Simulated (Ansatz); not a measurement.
# CH₅SeSi radical: a ladder of functionals and wavefunction methods

An exercise on one series of results from a longer session: the logs are not shown, and one member is left open.

Method: functionals in def2-TZVPP, the program's frozen cores in correlated methods; program: Ansatz 0.2.0, Gaussian basis.

The runs, in order: LDA (SPW92), PBE-D4, revPBE-D4, BLYP-D4, r2SCAN-D4, B97M-V, PBE0-D4, B3LYP-D4, r2SCANh-D4, r2SCAN0-D4, HSE06-D4, BHLYP-D4, CAM-B3LYP-D4, LC-ωPBE, ωB97X-V, ωB97M-V, B2PLYP, PBE-QIDH; CCSD(T)/def2-SVP; CCSD(T)/def2-TZVPP; MP2/def2-QZVPP; extrapolation to the limit; RPA on PBE.

### The relaxed structure

An earlier PBE0-D4 in a triple-zeta def2 set relaxation fixed the geometry.

SMILES `C[Se][SiH2]`, 8 atoms, charge 0, spin multiplicity 2.

Atoms are counted from 1 here; the program's logs count them from 0.

Bond lengths: C1–Se2 1.956 Å, C1–H4 1.088 Å, C1–H5 1.088 Å, C1–H6 1.088 Å, Se2–Si3 2.258 Å, Si3–H7 1.490 Å, Si3–H8 1.495 Å. Angles: Se2–C1–H4 110.1°, Se2–C1–H5 110.1°, Se2–C1–H6 106.4°, H4–C1–H5 110.7°, H4–C1–H6 109.7°, H5–C1–H6 109.7°, C1–Se2–Si3 97.6°, Se2–Si3–H7 106.0°, Se2–Si3–H8 110.3°, H7–Si3–H8 110.2°.

Geometry (Å):

```xyz
8
CH5SeSi
C    -0.87432    1.02832   -0.36865
Se    0.77280    0.83770    0.66986
Si    1.26181   -1.28278    0.06576
H    -1.58027    0.24676   -0.09566
H    -0.65110    0.99064   -1.43241
H    -1.28771    2.00246   -0.11401
H     2.37878   -1.71441    0.95234
H     0.07211   -2.16579    0.26697
```

The first run:

The input, in.yaml:

```yaml
crystal:
  periodic: [false, false, false]
  atoms:
    - {symbol: C, position_ang: [-0.874320, 1.028319, -0.368650]}
    - {symbol: Se, position_ang: [0.772801, 0.837703, 0.669857]}
    - {symbol: Si, position_ang: [1.261810, -1.282783, 0.065763]}
    - {symbol: H, position_ang: [-1.580265, 0.246760, -0.095664]}
    - {symbol: H, position_ang: [-0.651100, 0.990636, -1.432413]}
    - {symbol: H, position_ang: [-1.287707, 2.002463, -0.114013]}
    - {symbol: H, position_ang: [2.378775, -1.714412, 0.952345]}
    - {symbol: H, position_ang: [0.072108, -2.165786, 0.266973]}
basis:
  gaussian: {orbitals: def2-TZVPP}
magnetization: {spin_polarized: true, initial_magnetization: 1}
hamiltonian: {xc: lda}
output: {orbitals: {seedname: orbitals}}
```

Launch:

```console
$ ansatz run in.yaml --threads 4 --pin off --events-out ev --progress --plain --max-ram 10444MiB
```

Steps of the session up to this table: LDA; PBE-D4 (GGA); revPBE-D4 (GGA); BLYP-D4 (GGA); r2SCAN-D4 (meta-GGA); B97M-V (meta-GGA); B3LYP-D4 (hybrid); r2SCANh-D4 (hybrid); r2SCAN0-D4 (hybrid); HSE06-D4 (hybrid); BHLYP-D4 (hybrid); CAM-B3LYP-D4 (range-separated); LC-ωPBE (range-separated); ωB97X-V (range-separated); ωB97M-V (range-separated); B2PLYP (double hybrid); PBE-QIDH (double hybrid).

One table of the session follows, with a row left open; its other results are not shown here.

It belongs to the step «Frontier levels by functional». 

| functional | HOMO (eV) | LUMO (eV) | gap (eV) |
| --- | --- | --- | --- |
| LDA (SPW92) | -4.65 | -3.73 | 0.92 |
| PBE-D4 | -4.66 | -3.35 | 1.30 |
| revPBE-D4 | -4.64 | -3.24 | 1.40 |
| BLYP-D4 | -4.45 | -3.36 | 1.10 |
| r2SCAN-D4 | -4.97 | -2.96 | 2.02 |
| B97M-V | -4.81 | -3.43 | 1.39 |
| PBE0-D4 | -5.73 | -2.51 | 3.22 |
| B3LYP-D4 | ? | ? | ? |
| r2SCANh-D4 | -5.37 | -2.67 | 2.70 |
| r2SCAN0-D4 | -5.96 | -2.24 | 3.72 |
| HSE06-D4 | -5.34 | -2.89 | 2.45 |
| BHLYP-D4 | -6.63 | -1.75 | 4.88 |
| CAM-B3LYP-D4 | -6.92 | -1.64 | 5.28 |
| LC-ωPBE | -8.30 | -0.31 | 7.99 |
| ωB97X-V | -7.84 | -0.80 | 7.04 |
| ωB97M-V | -7.53 | -0.95 | 6.58 |

Q: Estimate the row for B3LYP-D4 from the others.

Worked estimate for «HOMO (eV)». Against the share of exact exchange, BLYP-D4 (0, -4.45), BHLYP-D4 (0.5, -6.63) give a slope of -4.36 per unit share; at 0.2 the line stands at -5.32.

As computed: HOMO (eV): -5.47; LUMO (eV): -2.87; gap (eV): 2.60. In «HOMO (eV)» the line misses by +0.15.
